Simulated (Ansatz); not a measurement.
Write a Python script for the Python package of Ansatz (0.2.0) that makes a rigid scan of one bond angle of BH5O2Sn, SMILES [BH2][SnH]([OH])[OH]. Settings (for the species named): r2SCAN, def2-SVP basis, multiplicity 1, D4 dispersion.

```xyz
9

B    -0.6613    1.0393   -1.2130
Sn    0.3772   -0.1848    0.2312
O     0.8084   -1.9115   -0.6274
O    -0.6931   -0.4933    1.8103
H    -0.9238    0.6721   -2.3307
H    -1.0769    2.1779   -0.9123
H     1.8742    0.6351    0.7356
H     1.3534   -2.3993    0.0889
H    -0.9695    0.4182    2.2004
```

Script `bend_bh5o2sn.py`:
```python
"""Energy of BH5O2Sn against one bond angle."""

import ansatz as az
from ase import Atoms

config = {
    "basis_set": "def2-SVP",
    "xc": "r2scan",
    "vdw": "d4",
    "force_tol": 0.02,
}

atoms = Atoms(["B", "Sn", "O", "O", "H", "H", "H", "H", "H"], positions=[
    (-0.6613, 1.0393, -1.213),
    (0.3772, -0.1848, 0.2312),
    (0.8084, -1.9115, -0.6274),
    (-0.6931, -0.4933, 1.8103),
    (-0.9238, 0.6721, -2.3307),
    (-1.0769, 2.1779, -0.9123),
    (1.8742, 0.6351, 0.7356),
    (1.3534, -2.3993, 0.0889),
    (-0.9695, 0.4182, 2.2004),
])

# relax first, so that the scan starts from a minimum
first = (
    az.Crystal.molecule_from_ase(atoms).calculation()
    .basis(gaussian=config["basis_set"])
    .functional(config["xc"], dispersion=config["vdw"])
    .relax(force_tolerance=config["force_tol"], max_steps=80)
)
atoms.positions = first.run(threads=1, pin="off").report["positions_ang"]

rows = []
for angle in [90, 100, 110, 120, 135, 150, 165, 179]:
    bent = atoms.copy()
    bent.set_angle(1, 2, 7, angle, indices=[7])
    setup = (
        az.Crystal.molecule_from_ase(bent).calculation()
        .basis(gaussian=config["basis_set"])
        .functional(config["xc"], dispersion=config["vdw"])
    )
    rows.append((angle, setup.run(threads=1, pin="off").report["free_energy_ev"]))
floor = min(e for _, e in rows)
for angle, e in rows:
    print(f"angle Sn1-O2-H7 = {angle:3d} deg   {1000 * (e - floor):9.1f} meV")
```

```console
$ python bend_bh5o2sn.py
angle Sn1-O2-H7 =  90 deg       194.0 meV
angle Sn1-O2-H7 = 100 deg        50.9 meV
angle Sn1-O2-H7 = 110 deg         0.0 meV
angle Sn1-O2-H7 = 120 deg        18.5 meV
angle Sn1-O2-H7 = 135 deg       132.3 meV
angle Sn1-O2-H7 = 150 deg       289.9 meV
angle Sn1-O2-H7 = 165 deg       425.1 meV
angle Sn1-O2-H7 = 179 deg       483.0 meV
```

Reading the output:
- The scan is rigid, and the energies are electronic, in a modest basis. The zero is the lowest point of the grid, which needn't be the minimum.
- def2 sets replace the cores of elements past krypton by effective core potentials.
- Finished in 3.3 min on 1 thread of Arm Neoverse V2, on a shared host, peak memory 0.22 GiB.
